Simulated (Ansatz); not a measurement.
**PtAs (zincblende): equation of state**

Aim: the bulk modulus of PtAs (zincblende) from energies at several volumes around the relaxed one. The cell was built by placing the elements on the sites of a structure type; the runs don't test whether it is the stable form.

Program: Ansatz 0.2.0. Level of theory: DFT PBE, scalar-relativistic, plane waves, PAW. These are calculated values, not measurements.

3 further runs of the same task are left out: 2 that didn't finish, 1 set aside as unsound or not needed. Runs told in other sessions of the task aren't counted.

**1. The system as given**

It takes space group F-43m (No. 216, cubic). The conventional cell has a = 5.626 Å, b = 5.626 Å, c = 5.626 Å, α = 90.00°, β = 90.00°, γ = 90.00°. Pt (site symmetry -43m) is surrounded by 4 As at 2.44 Å. As (site symmetry -43m) is surrounded by 4 Pt at 2.44 Å.

Coordinates:

```
Pt As
1.0
     0.00000    2.81295    2.81295
     2.81295    0.00000    2.81295
     2.81295    2.81295    0.00000
Pt As
1 1
Direct
  0.00000 0.00000 0.00000
  0.25000 0.25000 0.25000
```

This cell comes from an earlier session at PBE: 22.258 Å³/atom at -0.05 GPa, on a 12×12×12 mesh.

Volume factors to run: 0.980, 1.020, 0.960, 1.040, 1.070, 1.100, 0.945.

**2. Scaling the volume by 0.980**

Contents of input.yaml:

```yaml
crystal:
  lattice:
    - [0.0, 2.794067576, 2.794067576]
    - [2.794067576, 0.0, 2.794067576]
    - [2.794067576, 2.794067576, 0.0]
  atoms:
    - { symbol: Pt, position: [0.0, 0.0, 0.0] }
    - { symbol: As, position: [0.25, 0.25, 0.25] }
basis:
  ecutwfc: 420
  ecutrho_ratio: 4
kpoints:
  mp_grid: { grid: [12, 12, 12] }
hamiltonian:
  xc: pbe
scf:
  occupations: { method: gaussian, width: 0.05 }
output:
  forces: true
  stress: true
  eigenvalues: true
```

On the command line:

```console
$ ansatz run input.yaml --threads 2 --pin off --max-ram 2662MiB --backend cpu --events-out ev --progress --plain --runs-dir out
```

Further steps of the session: At 1.020 of the relaxed volume; Volume × 0.960; Volume × 1.040; Volume × 1.070; Scaling the volume by 1.100; Scaling the volume by 0.945.

What does the calculation give? Wanted: V0; B0; B0′; scatter of the fit.

**Answer**, as computed:

| quantity | value |
| --- | --- |
| V0 | 22.249 Å³/atom |
| B0 | 107 GPa |
| B0′ | 5.1 |
| scatter of the fit | 0.023 meV/atom |

**Reading.** The fitted minimum lies at 22.25 Å³/atom, and the bulk modulus is 107 GPa. One per cent of compression takes about 1.1 GPa. These are values at 0 K without zero-point motion. Spin–orbit coupling is left out, though the cell holds Pt; in elements this heavy it can shift levels and gaps by tenths of an eV.
